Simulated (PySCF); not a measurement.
# A diatomic session: CaCd

One table from this session's results is given with a row withheld; the runs are named, their logs left out.

Method: Ca def2-SVP, Cd def2-SVP with ECP28, scalar-relativistic core potentials; program: PySCF 2.14.0.

The first run:

Settings of the job:

```yaml
atoms: Ca, Cd
charge: 0
basis: Ca def2-SVP, Cd def2-SVP with ECP28
Hamiltonian: scalar-relativistic core potentials
basis_functions: 55
electrons_treated: 40
masses_in_u: 39.9626, 113.9034
levels: PBE0, PBE, r²SCAN, B3LYP, M06, B97-3, ωB97X, HF, MP2, SCS-MP2, CCSD, CCSD(T)
grid: 80 radial by 434 angular points
occupations: held fixed by the projection of orbital angular momentum
dissociation_limit: Ca + Cd, each in its ground configuration
starting_distance_in_angstrom: 2.990
values_of_2S_to_try: 0, 2
```

Among the steps run: The job; First curve: PBE0; Other states along the same grid; PBE (GGA); r²SCAN (meta-GGA); B3LYP; M06 (hybrid meta-GGA); B97-3 (global hybrid GGA); ωB97X (range-separated hybrid); RHF (mean field); Correlated methods on the Hartree–Fock reference.

One of the session's tables, all rows but one given; the rest of the session is left out.

| level | Re (Å) | ωe (cm⁻¹) | De (eV) |
| --- | --- | --- | --- |
| RHF-MP2 | 4.083 | 37.6 | 0.074 |
| RHF-SCS-MP2 | 4.347 | 26.5 | 0.044 |
| RHF-CCSD(T) | 4.223 | 30.5 | 0.054 |
| PBE | 3.710 | 62.5 | 0.145 |
| r²SCAN | 3.671 | 65.3 | 0.140 |
| B3LYP | 3.966 | 40.2 | 0.036 |
| PBE0 | ? | ? | ? |
| B97-3 | 4.070 | 40.2 | 0.056 |
| M06 | 3.690 | 66.0 | 0.179 |
| ωB97X | 4.097 | 40.3 | 0.080 |

Q: Estimate the row for PBE0 from the others.

The run gave: Re (Å): 3.837; ωe (cm⁻¹): 53.6; De (eV): 0.108. In the column «Re (Å)» it lies between PBE (3.710) and B3LYP (3.966).

De is counted to Ca + Cd in their ground configurations. No constants: RHF (no minimum is bracketed among the points kept); RHF-CCSD (no minimum is bracketed among the points kept).

Caveats from the session: The bond is weak, and basis-set superposition, which was not computed, may be a sizeable part of it.
